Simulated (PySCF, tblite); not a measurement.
**C4H11GePS: geometry, infrared bands and NMR shifts**

Wanted: the infrared bands and NMR shifts of C4H11GePS (`C=CC[CH2][Ge@@H]([PH2])[SH]`), by calculation.

The runs use tblite 0.8.0 and PySCF 2.14.0, with density-fitted response routines of our own; the level of theory stands in each step. All values are computed, except where a source is named. Atoms are numbered from 0 throughout.

## (1) Starting geometry

18 atoms, charge 0, multiplicity 1; geometry from: force field or distance geometry start.

Bonds of the start (Å): C0–C1 1.33, C1–C2 1.52, C2–C3 1.52, C3–Ge4 1.96, Ge4–P5 2.29, Ge4–S6 2.21, C0–H7 1.09, C0–H8 1.09, C1–H9 1.07, C2–H10 1.11, C2–H11 1.11, C3–H12 1.12, C3–H13 1.10, Ge4–H14 1.54, P5–H15 1.46, P5–H16 1.46, S6–H17 1.40.

## (2) Relaxing the molecule with GFN2-xTB

What the job is given:

```
{"job": {"kind": "relax", "xc": "GFN2-xTB", "basis": "xTB"}, "charge": 0, "multiplicity": 1}
C     -3.178000    -0.281300    -0.166900
C     -2.296900     0.649900    -0.539200
C     -0.866800     0.613700    -0.021500
C     -0.089500    -0.527300    -0.659500
Ge     1.751500    -0.542400     0.000200
P      2.779900     1.417000    -0.576800
S      1.778000    -0.777600     2.196800
H     -4.199100    -0.217900    -0.531400
H     -2.907800    -1.092900     0.502900
H     -2.607800     1.455000    -1.177100
H     -0.390800     1.577300    -0.292600
H     -0.881300     0.521700     1.084700
H     -0.557500    -1.507000    -0.375500
H     -0.072000    -0.430900    -1.759500
H      2.509800    -1.715100    -0.655800
H      2.090800     2.188800     0.457500
H      3.947200     1.159500     0.261700
H      3.181500    -0.730800     2.240200
```

Launch:

```
$ OMP_NUM_THREADS=1 python probes_run.py task.json out
```

One launch serves the whole session: the jobs run in the order shown.

**Question.** This job is followed by: GFN2-xTB harmonic vibrations, gas phase; GIAO PBE0/pcSseg-1 NMR shielding, non-relativistic, gas phase. Predict these results of the whole session: strongest single infrared mode (GFN2-xTB); zero-point energy (GFN2-xTB); ¹³C shifts against TMS (PBE0/pcSseg-1); ¹H shifts against TMS (PBE0/pcSseg-1, means over atoms taken as alike); ⁷³Ge shifts against GeMe4 (PBE0/pcSseg-1); ³¹P shifts against H3PO4 (PBE0/pcSseg-1); ³³S shifts against CS2 (PBE0/pcSseg-1); surface potential, 1st and 99th percentile.

The runs gave:

| quantity | value |
| --- | --- |
| strongest single infrared mode (GFN2-xTB) | 1725 cm⁻¹, 478 km/mol |
| zero-point energy (GFN2-xTB) | 80.8 kcal/mol |
| ¹³C shifts against TMS (PBE0/pcSseg-1) | 149.0, 121.3, 35.3, 24.4 ppm |
| ¹H shifts against TMS (PBE0/pcSseg-1, means over atoms taken as alike) | 6.10, 5.82, 5.43, 5.26, 2.14, 2.13, 1.49, 1.24, 1.20, 0.08 ppm |
| ⁷³Ge shifts against GeMe4 (PBE0/pcSseg-1) | 3 ppm |
| ³¹P shifts against H3PO4 (PBE0/pcSseg-1) | -248.7 ppm |
| ³³S shifts against CS2 (PBE0/pcSseg-1) | -196 ppm |
| surface potential, 1st and 99th percentile | -0.90 V and 1.23 V |

In words: Over 189 steps the energy fell by 0.344 eV; of the close pairs, S6–H17 changed most, 1.405 to 1.326 Å. All 48 modes are real, so the xTB geometry is a minimum. The strongest single mode, at 1725 cm⁻¹, moves mainly H14. Unscaled tight-binding wavenumbers are off by several per cent, some by more. Its intensities can rank the bands wrongly. C1 (alkene CH) lies farthest downfield among carbon, at 149.0 ppm; an sp2 carbon of a C=C bond. H9 (hydrogen on an alkene CH) lies farthest downfield among hydrogen, at 6.10 ppm; olefinic region. At PBE0/pcSseg-1: The largest span, 255 ppm, is at Ge4, where the paramagnetic term is -1430 ppm. By nearest atom (PBE0/pcSseg-1), the HOMO sits on S6 58 %; P5 21 % and the LUMO on Ge4 26 %; P5 25 %. Spin-orbit coupling is left out, which matters for shieldings and couplings at and beside the heavy atoms.
